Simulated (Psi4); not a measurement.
# C2H2ClSi (SMILES [C]#C[SiH2]Cl): UB3LYP/6-311+G(d,p), part 2 of 2

Psi4 1.11.

## 3. The distorted shape: the energy at UB3LYP/6-311+G(d,p)

run.py

```python
import psi4

psi4.set_memory('1600 MB')
psi4.set_num_threads(1)
psi4.set_output_file('output.dat', False)

geom = psi4.geometry("""
0 2
C      0.555167    -2.198808     1.419056
C      0.159767    -1.190408     0.875656
Si    -0.397933     0.345792     0.074656
Cl    -2.108733    -0.024408    -0.983244
H      0.959500     0.950800    -1.141600
H     -0.691933     1.355092     1.112556
symmetry c1
no_reorient
no_com
""")

psi4.set_options({
    'reference': 'uks',
    'puream': True,
    'e_convergence': 1e-09,
    'd_convergence': 1e-08,
    'scf_type': 'pk',
    'dft_radial_points': 99,
    'dft_spherical_points': 590,
    'maxiter': 200,
})

energy_value, wavefunction = psi4.energy("b3lyp/6-311+G**", return_wfn=True)
print(f'b3lyp/6-311+G** energy: {energy_value:.10f} Eh')
```

The run is started by

```sh
$ python run.py
```

output.dat:

```text
Psi4 1.11 release

   => Loading Basis Set <=

    Name: 6-311+G**
    Role: ORBITAL
    Keyword: BASIS

         ---------------------------------------------------------
                                   SCF
                              UKS Reference
                        1 Threads,   1525 MiB Core
         ---------------------------------------------------------

  ==> Geometry <==

    Molecular point group: c1
    Full point group: C1

    Geometry (in Angstrom), charge = 0, multiplicity = 2:

       Center              X                  Y                   Z               Mass
    ------------   -----------------  -----------------  -----------------  -----------------
         C            0.555167000000    -2.198808000000     1.419056000000    12.000000000000
         C            0.159767000000    -1.190408000000     0.875656000000    12.000000000000
         SI          -0.397933000000     0.345792000000     0.074656000000    27.976926534650
         CL          -2.108733000000    -0.024408000000    -0.983244000000    34.968852682000
         H            0.959500000000     0.950800000000    -1.141600000000     1.007825032230
         H           -0.691933000000     1.355092000000     1.112556000000     1.007825032230

  Running in c1 symmetry.

  Rotational constants: A =      0.18132  B =      0.07291  C =      0.05463 [cm^-1]
  Rotational constants: A =   5435.95801  B =   2185.88698  C =   1637.67895 [MHz]
  Nuclear repulsion =  165.165992383961282

  Charge       = 0
  Multiplicity = 2
  Electrons    = 45
  Nalpha       = 23
  Nbeta        = 22

  ==> Algorithm <==

  SCF Algorithm Type is PK.
  DIIS enabled.
  MOM disabled.
  Fractional occupation disabled.
  Guess Type is SAD.
  Energy threshold   = 1.00e-09
  Density threshold  = 1.00e-08
  Integral threshold = 1.00e-12

  ==> Primary Basis <==

  Basis Set: 6-311+G**
    Blend: 6-311+G**
    Number of shells: 56
    Number of basis functions: 116
    Number of Cartesian functions: 120
    Spherical Harmonics?: true
    Max angular momentum: 2

  ==> DFT Potential <==

   => LibXC <=

    Version 7.1.2

   => Composite Functional: B3LYP <=

    B3LYP Hyb-GGA Exchange-Correlation Functional

    Deriv               =              1
    GGA                 =           TRUE
    Meta                =          FALSE

    Exchange Hybrid     =           TRUE
    MP2 Hybrid          =          FALSE

   => Exchange Functionals <=

    0.0800   Slater exchange
    0.7200         Becke 88

   => Exact (HF) Exchange <=

    0.2000               HF

   => Correlation Functionals <=

    0.1900   Vosko, Wilk & Nusair (VWN5_RPA)
    0.8100   Lee, Yang & Parr

   => LibXC Density Thresholds  <==

    XC_HYB_GGA_XC_B3LYP:  1.00E-15

   => Molecular Quadrature <=

    Radial Scheme          =       TREUTLER
    Pruning Scheme         =           NONE
    Nuclear Scheme         =       TREUTLER

    Blocking Scheme        =         OCTREE
    BS radius alpha        =              1
    Pruning alpha          =              1
    Radial Points          =             99
    Spherical Points       =            590
    Total Points           =         338692
    Total Blocks           =           2506
    Max Points             =            256
    Max Functions          =            108
    Weights Tolerance      =       1.00E-15

  ==> Integral Setup <==

  Using in-core PK algorithm.
   Calculation information:
      Number of atoms:                   6
      Number of AO shells:              56
      Number of primitives:            101
      Number of atomic orbitals:       120
      Number of basis functions:       116

      Integral cutoff                 1.00e-12
      Number of threads:                 1

  Performing in-core PK
  Using 46056582 doubles for integral storage.
  We computed 1056548 shell quartets total.
  Whereas there are 1274406 unique shell quartets.

  ==> DiskJK: Disk-Based J/K Matrices <==

    J tasked:                  Yes
    K tasked:                  Yes
    wK tasked:                  No
    Memory [MiB]:             1029
    Schwarz Cutoff:          1E-12

  Cached 12.5% of DFT collocation blocks in 0.105 [GiB].

  Minimum eigenvalue in the overlap matrix is 1.7415511820E-05.
  Reciprocal condition number of the overlap matrix is 2.3430041277E-06.
    Using symmetric orthogonalization.

  ==> Pre-Iterations <==

  SCF Guess: Superposition of Atomic Densities via on-the-fly atomic UHF (no occupation information).

   -------------------------
    Irrep   Nso     Nmo
   -------------------------
     A        116     116
   -------------------------
    Total     116     116
   -------------------------

  ==> Iterations <==

                        Total Energy        Delta E     RMS |[F,P]|

   @UKS iter SAD:  -826.39876563183054   -8.26399e+02   0.00000e+00
   @UKS iter   1:  -826.41916716607375   -2.04015e-02   7.55484e-03 DIIS/ADIIS
   @UKS iter   2:  -819.77137224332114    6.64779e+00   1.75648e-02 DIIS/ADIIS
   @UKS iter   3:  -826.77734013565748   -7.00597e+00   4.00093e-03 DIIS/ADIIS
   @UKS iter   4:  -826.67040541205142    1.06935e-01   6.00011e-03 DIIS/ADIIS
   @UKS iter   5:  -826.98379725942925   -3.13392e-01   1.37592e-03 DIIS/ADIIS
   @UKS iter   6:  -826.99426659762651   -1.04693e-02   1.05050e-03 DIIS/ADIIS
   @UKS iter   7:  -827.00459246843718   -1.03259e-02   4.65147e-04 DIIS/ADIIS
   @UKS iter   8:  -827.00689979180845   -2.30732e-03   1.77091e-04 DIIS/ADIIS
   @UKS iter   9:  -827.00730106198182   -4.01270e-04   4.44450e-05 DIIS
   @UKS iter  10:  -827.00734702067894   -4.59587e-05   2.19268e-05 DIIS
   @UKS iter  11:  -827.00737344110325   -2.64204e-05   1.18303e-05 DIIS
   @UKS iter  12:  -827.00739066250969   -1.72214e-05   8.28538e-06 DIIS
   @UKS iter  13:  -827.00739536538970   -4.70288e-06   5.40554e-06 DIIS
   @UKS iter  14:  -827.00739998027348   -4.61488e-06   4.07881e-06 DIIS
   @UKS iter  15:  -827.00740461123019   -4.63096e-06   2.58645e-06 DIIS
   @UKS iter  16:  -827.00740639267019   -1.78144e-06   9.68826e-07 DIIS
   @UKS iter  17:  -827.00740645533585   -6.26657e-08   3.07025e-07 DIIS
   @UKS iter  18:  -827.00740646241036   -7.07450e-09   1.49914e-07 DIIS
   @UKS iter  19:  -827.00740646329223   -8.81869e-10   7.40737e-08 DIIS
   @UKS iter  20:  -827.00740646344980   -1.57570e-10   2.36077e-08 DIIS
   @UKS iter  21:  -827.00740646346685   -1.70530e-11   1.06014e-08 DIIS
   @UKS iter  22:  -827.00740646347390   -7.04858e-12   6.95723e-09 DIIS
  Energy and wave function converged.

  ==> Post-Iterations <==

   Electrons on quadrature grid:
      Nalpha   =   22.9999999748 ; deviation = -2.521e-08
      Nbeta    =   21.9999999721 ; deviation = -2.790e-08
      Ntotal   =   44.9999999469 ; deviation = -5.311e-08

   @Spin Contamination Metric:   2.380741111E-02
   @S^2 Expected:                7.500000000E-01
   @S^2 Observed:                7.738074111E-01
   @S   Expected:                5.000000000E-01
   @S   Observed:                5.000000000E-01

    Orbital Energies [Eh]
    ---------------------

    Alpha Occupied:

       1A   -101.563100     2A    -66.190009     3A    -10.261222
       4A    -10.202204     5A     -9.478660     6A     -7.240985
       7A     -7.234497     8A     -7.234306     9A     -5.355742
      10A     -3.715946    11A     -3.714057    12A     -3.712579
      13A     -0.852398    14A     -0.795180    15A     -0.592545
      16A     -0.465887    17A     -0.417945    18A     -0.410152
      19A     -0.382652    20A     -0.345103    21A     -0.338112
      22A     -0.330813    23A     -0.311003

    Alpha Virtual:

      24A     -0.060266    25A     -0.052862    26A     -0.019545
      27A      0.013568    28A      0.014527    29A      0.025160
      30A      0.035322    31A      0.047587    32A      0.065963
      33A      0.067408    34A      0.080094    35A      0.082488
      36A      0.088939    37A      0.098880    38A      0.116976
      39A      0.121863    40A      0.137345    41A      0.139999
      42A      0.148283    43A      0.165247    44A      0.186573
      45A      0.208387    46A      0.248414    47A      0.263747
      48A      0.290172    49A      0.366611    50A      0.394743
      51A      0.407158    52A      0.436282    53A      0.449047
      54A      0.462133    55A      0.505786    56A      0.524528
      57A      0.537277    58A      0.545684    59A      0.557094
      60A      0.630196    61A      0.661420    62A      0.684536
      63A      0.690636    64A      0.699471    65A      0.736431
      66A      0.788090    67A      0.852173    68A      0.861282
      69A      0.898162    70A      0.910642    71A      0.927732
      72A      0.969723    73A      1.055597    74A      1.136730
      75A      1.141266    76A      1.179845    77A      1.193087
      78A      1.247270    79A      1.270143    80A      1.334390
      81A      1.344213    82A      1.393670    83A      1.426542
      84A      1.495309    85A      1.534981    86A      1.551214
      87A      1.561671    88A      1.736913    89A      1.890314
      90A      2.022256    91A      2.062039    92A      2.076855
      93A      2.252583    94A      2.273201    95A      2.387963
      96A      2.484118    97A      2.571679    98A      2.629842
      99A      2.683619   100A      2.696078   101A      2.904405
     102A      2.908464   103A      3.064465   104A      3.326454
     105A      5.588184   106A      9.660725   107A     11.285966
     108A     11.328850   109A     11.418577   110A     23.205275
     111A     24.646798   112A     25.828894   113A     25.875462
     114A     26.192148   115A    141.026446   116A    215.646752

    Beta Occupied:

       1A   -101.563087     2A    -66.189840     3A    -10.240156
       4A    -10.201565     5A     -9.478649     6A     -7.241018
       7A     -7.234420     8A     -7.234287     9A     -5.355562
      10A     -3.715817    11A     -3.713647    12A     -3.712403
      13A     -0.852277    14A     -0.773711    15A     -0.585938
      16A     -0.453136    17A     -0.417704    18A     -0.382488
      19A     -0.346023    20A     -0.331946    21A     -0.318589
      22A     -0.304554

    Beta Virtual:

      23A     -0.214505    24A     -0.051565    25A     -0.041229
      26A     -0.011636    27A      0.014839    28A      0.017426
      29A      0.031457    30A      0.038667    31A      0.050512
      32A      0.066936    33A      0.071479    34A      0.082267
      35A      0.084397    36A      0.090917    37A      0.100712
      38A      0.119046    39A      0.122979    40A      0.141819
      41A      0.143894    42A      0.149793    43A      0.164818
      44A      0.188911    45A      0.211805    46A      0.249517
      47A      0.264299    48A      0.291619    49A      0.369373
      50A      0.395937    51A      0.410831    52A      0.448251
      53A      0.460033    54A      0.462855    55A      0.506543
      56A      0.527485    57A      0.552813    58A      0.561639
      59A      0.562831    60A      0.632624    61A      0.674377
      62A      0.686561    63A      0.693783    64A      0.730197
      65A      0.736644    66A      0.791042    67A      0.853661
      68A      0.862984    69A      0.898709    70A      0.911374
      71A      0.929401    72A      0.978550    73A      1.076712
      74A      1.146797    75A      1.152163    76A      1.186579
      77A      1.198449    78A      1.256480    79A      1.284729
      80A      1.344554    81A      1.361098    82A      1.395095
      83A      1.439267    84A      1.499649    85A      1.548118
      86A      1.561183    87A      1.567471    88A      1.738009
      89A      1.937726    90A      2.032734    91A      2.095751
      92A      2.109372    93A      2.252626    94A      2.273737
      95A      2.388320    96A      2.483868    97A      2.595413
      98A      2.632618    99A      2.695567   100A      2.708920
     101A      2.910362   102A      2.913643   103A      3.113870
     104A      3.344843   105A      5.588654   106A      9.660754
     107A     11.286113   108A     11.328970   109A     11.419169
     110A     23.218138   111A     24.660237   112A     25.828901
     113A     25.875578   114A     26.192119   115A    141.026612
     116A    215.646763

    Final Occupation by Irrep:
              A
    DOCC [    22 ]
    SOCC [     1 ]
    NA   [    23 ]
    NB   [    22 ]

  @UKS Final Energy:  -827.00740646347390

   => Energetics <=

    Nuclear Repulsion Energy =            165.1659923839612816
    One-Electron Energy =               -1467.7057946487739173
    Two-Electron Energy =                 524.4079163445536551
    DFT Exchange-Correlation Energy =     -48.8755205432149893
    Empirical Dispersion Energy =           0.0000000000000000
    VV10 Nonlocal Energy =                  0.0000000000000000
    Total Energy =                       -827.0074064634738988

  UHF NO Occupations:
  HONO-2 :   21  A 1.9943306
  HONO-1 :   22  A 1.9942016
  HONO-0 :   23  A 1.0000000
  LUNO+0 :   24  A 0.0057984
  LUNO+1 :   25  A 0.0056694
  LUNO+2 :   26  A 0.0003570
  LUNO+3 :   27  A 0.0001027

Computation Completed

Properties will be evaluated at   0.000000,   0.000000,   0.000000 [a0]

Properties computed using the SCF density matrix

 Multipole Moments:

 ------------------------------------------------------------------------------------
     Multipole            Electronic (a.u.)      Nuclear  (a.u.)        Total (a.u.)
 ------------------------------------------------------------------------------------

 L = 1.  Multiply by 2.5417464519 to convert [e a0] to [Debye]
 Dipole X            :         69.8885235          -69.6597496            0.2287739
 Dipole Y            :         25.8492799          -25.7064207            0.1428592
 Dipole Z            :          3.9796020           -3.6485623            0.3310397
 Magnitude           :                                                    0.4270053

 ------------------------------------------------------------------------------------

	total time  =         53 seconds =       0.88 minutes
```

The script printed:

```text
b3lyp/6-311+G** energy: -827.0074064635 Eh
```

Wall time 55 s (1 thread of Intel Xeon Platinum 8124M at 3.00GHz (Skylake/Cascade Lake), shared host); peak memory 0.68 GiB.

## 4. Outcome

What follows sums up all 2 parts.

Level: UB3LYP/6-311+G**.

| quantity | value |
| --- | --- |
| first shape: total energy | -827.04458 Eh |
| first shape: dipole moment | 1.29 D |
| first shape: HOMO energy (highest over α and β) | -8.46 eV |
| first shape: LUMO energy (lowest over α and β) | -5.74 eV |
| first shape: ⟨S²⟩ | 0.773 |
| first shape: largest force on an atom | 0.514 eV/Å |
| distorted shape: total energy | -827.00741 Eh |
| distorted shape: dipole moment | 1.09 D |
| distorted shape: HOMO energy (highest over α and β) | -8.29 eV |
| distorted shape: LUMO energy (lowest over α and β) | -5.84 eV |
| distorted shape: ⟨S²⟩ | 0.774 |
| energy change with the Si3–H5 bond stretched from 1.477 to 1.920 Å | 1.012 eV |

**Reading.** With the Si3–H5 bond stretched from 1.477 to 1.920 Å the energy rises by 1.01 eV (23 kcal/mol). The first shape isn't relaxed at this level, so the change isn't measured from a minimum. The largest force (first shape) is 0.51 eV/Å: the shape isn't a stationary point for this species at this level.
